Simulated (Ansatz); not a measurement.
# C₃H₅AlF₂: how energies converge with the basis set

The task here is to estimate one member of a computed series from the others.

Computed with Ansatz 0.2.0, Gaussian basis. Level: one geometry, several basis sets.

Levels to be run: PBE0-D4/def2-SVP; ωB97M-V/def2-SVP; PBE0-D4/def2-QZVPP; ωB97M-V/def2-QZVPP; the functionals' def2-TZVPP values are taken from earlier runs.

### The geometry

The geometry comes from an earlier relaxation with PBE0-D4 in a triple-zeta def2 set; it is a stationary point, not always the lowest conformer.

SMILES `C=C[CH2][Al]([F])[F]`, 11 atoms, charge 0, spin multiplicity 1.

Atoms are counted from 1 here; the program's logs count them from 0.

Bond lengths: C1–C2 1.343 Å, C1–H7 1.082 Å, C1–H8 1.087 Å, C2–C3 1.492 Å, C2–H9 1.088 Å, C3–Al4 1.937 Å, C3–H10 1.085 Å, C3–H11 1.091 Å, Al4–F5 1.645 Å, Al4–F6 1.646 Å. Angles: C2–C1–H7 121.1°, C2–C1–H8 121.8°, H7–C1–H8 117.0°, C1–C2–C3 125.0°, C1–C2–H9 117.8°, C3–C2–H9 116.5°, C2–C3–Al4 84.0°, C2–C3–H10 113.8°, C2–C3–H11 113.3°, Al4–C3–H10 120.7°, Al4–C3–H11 110.8°, H10–C3–H11 111.6°, C3–Al4–F5 122.1°, C3–Al4–F6 120.2°, F5–Al4–F6 117.7°.

The first run:

in.yaml

```yaml
crystal:
  periodic: [false, false, false]
  atoms:
    - {symbol: C, position_ang: [-0.969246, -0.348222, -1.085202]}
    - {symbol: C, position_ang: [-0.205869, -0.909690, -0.132970]}
    - {symbol: C, position_ang: [0.048708, -0.323610, 1.214936]}
    - {symbol: Al, position_ang: [0.954866, 1.067167, 0.216496]}
    - {symbol: F, position_ang: [2.486820, 0.878492, -0.351771]}
    - {symbol: F, position_ang: [0.216973, 2.515864, -0.041310]}
    - {symbol: H, position_ang: [-1.020866, -0.770115, -2.080428]}
    - {symbol: H, position_ang: [-1.593673, 0.518681, -0.882668]}
    - {symbol: H, position_ang: [0.396386, -1.773090, -0.409499]}
    - {symbol: H, position_ang: [0.601829, -0.978784, 1.879834]}
    - {symbol: H, position_ang: [-0.850428, 0.066208, 1.693283]}
basis:
  gaussian: {orbitals: def2-SVP}
hamiltonian: {xc: pbe0, dispersion: d4}
output: {orbitals: {seedname: orbitals}}
```

Among the steps run: PBE0-D4 in def2-SVP; ωB97M-V in def2-SVP; PBE0-D4 in def2-QZVPP; ωB97M-V in def2-QZVPP.

One table of the session follows, with a row left open; its other results are not shown here.

It belongs to the step «Density functionals: the series». 

| functional | basis | HOMO (eV) |
| --- | --- | --- |
| PBE0-D4 | def2-SVP | ? |
| PBE0-D4 | def2-TZVPP | -7.39 |
| PBE0-D4 | def2-QZVPP | -7.40 |
| ωB97M-V | def2-SVP | -9.49 |
| ωB97M-V | def2-TZVPP | -9.51 |
| ωB97M-V | def2-QZVPP | -9.53 |

Q: Estimate the row for PBE0-D4, def2-SVP from the others.

**Answer.** HOMO (eV): -7.37. In the column «HOMO (eV)» it is the highest.
